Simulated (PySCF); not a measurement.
# Rh⁺: dipole response in aug-cc-pVTZ-DK

Aim: the static polarisability and the C₆ coefficient of Rh⁺, method by method.

Method: unrestricted determinants in a Gaussian basis, no spin-orbit coupling in the energies. Code: PySCF 2.14.0.

### Step 1. The system

```
Element     : rhodium (Z = 45)
Basis       : aug-cc-pVTZ-DK
Hamiltonian : scalar relativity by spin-free X2C-1e
State 1     : Rh⁺: [Kr] 4d8, high-spin 3F determinant
Methods     : PBE0
```

The outer shells:

Rh+ [Kr] 4d8
```
[Kr] core
4d [↑↓][↑↓][↑↓][↑ ][↑ ]
```

One driver process ran all states and methods and kept the integrals in memory. Each run is shown as a PySCF script that sums up its settings (the driver passes frozen orbitals as a list and adds second-order terms of double hybrids); the logs are those of the runs themselves. The driver starts from symmetry-adapted Hartree-Fock orbitals, holds the occupation by maximum overlap and uses a logarithmic radial grid for functionals, so a plain start would take other cycles.

The integrals over 102 functions and the set-up took 5.3 s of CPU time.

### Step 2. Rh⁺: PBE0

#### PBE0

input.py

```python
from pyscf import gto, scf, dft, mp, cc
import basis_set_exchange as bse
mol = gto.M(atom="Rh 0 0 0", charge=1, spin=2, symmetry="D2h",
            basis=gto.basis.parse(bse.get_basis("aug-cc-pVTZ-DK", elements=["Rh"], fmt="nwchem")),
            nucmod="G")
mf = dft.UKS(mol, xc="PBE0").sfx2c1e()
mf.irrep_nelec = {'Ag': (8, 6), 'B1g': (2, 2), 'B2g': (2, 2), 'B3g': (2, 2), 'B1u': (3, 3), 'B2u': (3, 3), 'B3u': (3, 3)}
mf.kernel()
```

The log of the run:

```text
damping factor = 0
level_shift factor = 0
DIIS = <class 'pyscf.scf.diis.CDIIS'>
diis_start_cycle = 1
diis_space = 10
diis_damp = 0
SCF conv_tol = 1e-09
SCF conv_tol_grad = None
number electrons alpha = 23  beta = 21
XC functionals = PBE0
    C. Adamo and V. Barone.,  J. Chem. Phys. 110, 6158 (1999)
    M. Ernzerhof and G. E. Scuseria.,  J. Chem. Phys. 110, 5029 (1999)
cycle= 1 E= -4782.87377896353  delta_E= -0.0085  |g|= 0.0302  |ddm|= 0.279
cycle= 2 E= -4782.87379971641  delta_E= -2.08e-05  |g|= 0.0212  |ddm|= 0.0213
cycle= 3 E= -4782.87387065298  delta_E= -7.09e-05  |g|= 0.0061  |ddm|= 0.0145
cycle= 4 E= -4782.87387924206  delta_E= -8.59e-06  |g|= 0.000524  |ddm|= 0.00333
cycle= 5 E= -4782.87387933353  delta_E= -9.15e-08  |g|= 5.23e-05  |ddm|= 0.000375
cycle= 6 E= -4782.87387933486  delta_E= -1.34e-09  |g|= 7.81e-06  |ddm|= 5.36e-05
cycle= 7 E= -4782.87387933488  delta_E= -2.18e-11  |g|= 3.02e-07  |ddm|= 5.67e-06
converged SCF energy = -4782.87387933488  <S^2> = 2.0015153  2S+1 = 3.00101
```

It used 82 s of CPU time after the integrals (shared host).

Orbital energies by shell (radii are means over both spins):

| shell | electrons | mean orbital energy (eV) | spread (eV) | rms radius (bohr) |
| --- | --- | --- | --- | --- |
| 1s β | 1 | -23092.4 | 0 | 0.0374 |
| 1s α | 1 | -23092.4 | 0 | 0.0374 |
| 2s α | 1 | -3376.2 | 0 | 0.154 |
| 2s β | 1 | -3375.9 | 0 | 0.154 |
| 2p α | 3 | -3026.4 | 0 | 0.137 |
| 2p β | 3 | -3026.1 | 0 | 0.137 |
| 3s α | 1 | -618.74 | 0 | 0.417 |
| 3s β | 1 | -618.56 | 0 | 0.417 |
| 3p α | 3 | -502.73 | 0 | 0.420 |
| 3p β | 3 | -502.51 | 0 | 0.420 |
| 3d α | 5 | -316.82 | 0.283 | 0.404 |
| 3d β | 5 | -316.43 | 0.282 | 0.404 |
| 4s α | 1 | -95.825 | 0 | 1.05 |
| 4s β | 1 | -93.989 | 0 | 1.05 |
| 4p α | 3 | -62.682 | 0 | 1.16 |
| 4p β | 3 | -60.547 | 0 | 1.16 |
| 4d α | 5 | -15.849 | 0.901 | 1.70 |
| 4d β | 3 | -14.642 | 0 | 1.70 |

⟨S²⟩ = 2.002, ⟨L²⟩ = 12.02.

The driver then solved the coupled dipole response at imaginary frequencies: mean α = 12.88 bohr³, C₆ = 80.53 au for a like pair.

Radial density 4πr²ρ of Rh⁺ at PBE0, without picture-change correction:

| r (bohr) | density | spin density |
| --- | --- | --- |
| 0.000703 | 0.889 | 0.000 |
| 0.00118 | 2.08 | 0.000 |
| 0.00199 | 4.72 | 0.000 |
| 0.00334 | 10.3 | 0.000 |
| 0.00562 | 20.8 | 0.000 |
| 0.00946 | 37.1 | 0.000 |
| 0.0159 | 53.6 | -0.001 |
| 0.0268 | 56.3 | -0.001 |
| 0.0450 | 48.6 | 0.000 |
| 0.0757 | 63.9 | 0.019 |
| 0.127 | 65.6 | 0.135 |
| 0.214 | 47.2 | 0.336 |
| 0.360 | 52.8 | 0.133 |
| 0.606 | 16.5 | 0.234 |
| 1.02 | 15.4 | 1.460 |
| 1.72 | 5.42 | 0.963 |
| 2.88 | 0.709 | 0.143 |
| 4.85 | 0.0228 | 0.003 |
| 8.16 | 9.08e-05 | 0.000 |

### Step 3. The response side by side

Rh⁺, in atomic units:

| method | mean α | C₆ (like pair) | S(−4) |
| --- | --- | --- | --- |
| PBE0 | 12.88 | 80.53 | 66.71 |

α(iu) at PBE0:

| u (hartree) | α(iu) (bohr³) |
| --- | --- |
| 0 | 12.88 |
| 0.0500 | 12.71 |
| 0.100 | 12.27 |
| 0.200 | 10.93 |
| 0.300 | 9.542 |
| 0.500 | 7.391 |
| 0.750 | 5.606 |
| 1.00 | 4.390 |
| 1.50 | 2.883 |
| 2.00 | 2.027 |
| 3.00 | 1.147 |
| 5.00 | 0.5037 |

### Step 4. What came out

| quantity | value |
| --- | --- |
| α of Rh⁺ | 12.88 (PBE0) bohr³ |

What this shows: A single London oscillator with the computed α and C₆ of Rh⁺ at PBE0 would have ω = 4 C₆ / (3 α²) = 0.648 hartree. The basis is finite, and no extrapolation was made.
